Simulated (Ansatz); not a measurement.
# VSbS: a trial structure relaxed

Aim: relax a trial structure of VSbS and see where it ends.

Computed with Ansatz 0.2.0 (DFT PBE, scalar-relativistic, plane waves, PAW, unless a step's input says otherwise).

## Step 1: The structure to begin with

The structure is hexagonal, space group P-6m2 (No. 187). The conventional cell has a = 4.473 Å, b = 4.473 Å, c = 3.893 Å, α = 90.00°, β = 90.00°, γ = 120.00°. Around V (site symmetry -6m2) lie 3 S at 2.58 Å. Around Sb (site symmetry -6m2) lie 6 V at 3.23 Å and 6 S at 3.23 Å. S (site symmetry -6m2) has 3 V at 2.58 Å and 6 Sb at 3.23 Å as nearest neighbours.

Structure file:

```xyz
3
Lattice="4.4728 0.0000 0.0000 -2.2364 3.8735 0.0000 0.0000 0.0000 3.8933" Properties=species:S:1:pos:R:3 pbc="T T T"
V     2.2364    1.2912    1.9467
Sb    0.0000    2.5823    0.0000
S     0.0000    0.0000    1.9467
```

A structure generator made this guess: species swapped into a database cell of ErCuGe (P-6m2, No. 187), with Sb on the Er sites, V on the Cu sites and S on the Ge sites. Its size is a rough estimate.

## Step 2: A first look at the guess

input.yaml reads:

```yaml
crystal:
  lattice:
    - [4.47275782, 0.0, 0.0]
    - [-2.23637891, 3.87352189, 0.0]
    - [0.0, 0.0, 3.89332676]
  atoms:
    - { symbol: V, position: [0.66666667, 0.33333333, 0.5], spin: 2.0 }
    - { symbol: Sb, position: [0.33333333, 0.66666667, 0.0] }
    - { symbol: S, position: [0.0, 0.0, 0.5] }
basis:
  ecutwfc: 420
kpoints:
  mp_grid: { grid: [6, 6, 4] }
hamiltonian:
  xc: pbe
scf:
  occupations: { method: gaussian, width: 0.1 }
  lower_state_search: "off"
output:
  forces: true
  stress: true
  eigenvalues: true
  populations: true
magnetization:
  spin_polarized: true
```

Launch:

```
> ansatz run input.yaml --threads 1 --pin off --max-ram 2560MiB --backend cpu --events-out ev --progress --plain --runs-dir out
```

Further runs follow: coarse relaxation; another rough relaxation; full relaxation.

**Question.** What will these runs give? Wanted: conventional cell; volume; energy over the elements; gap on the mesh; total moment.

As calculated:

| quantity | value |
| --- | --- |
| symmetry at the end (tolerance 0.05 Å) | space group P-6m2 (No. 187) |
| conventional cell | a = 4.189 Å, b = 4.189 Å, c = 3.529 Å, α = 90.00°, β = 90.00°, γ = 120.00° |
| volume | 17.88 Å³/atom |
| energy over the elements | -0.09 eV/atom |
| gap on the mesh | none (metal) |
| total moment | 0.41 μB/cell |

What this shows: The space group P-6m2 (No. 187) is kept, and the volume per atom shrinks by 20.5 % from the first guess. It lies below the elements, which doesn't yet make it stable: competing phases were not computed in this session. No finished test with a distortion of lower symmetry is shown, so the end may be a saddle point. The runs treat Sb without spin-orbit coupling. Other magnetic orders were not searched.
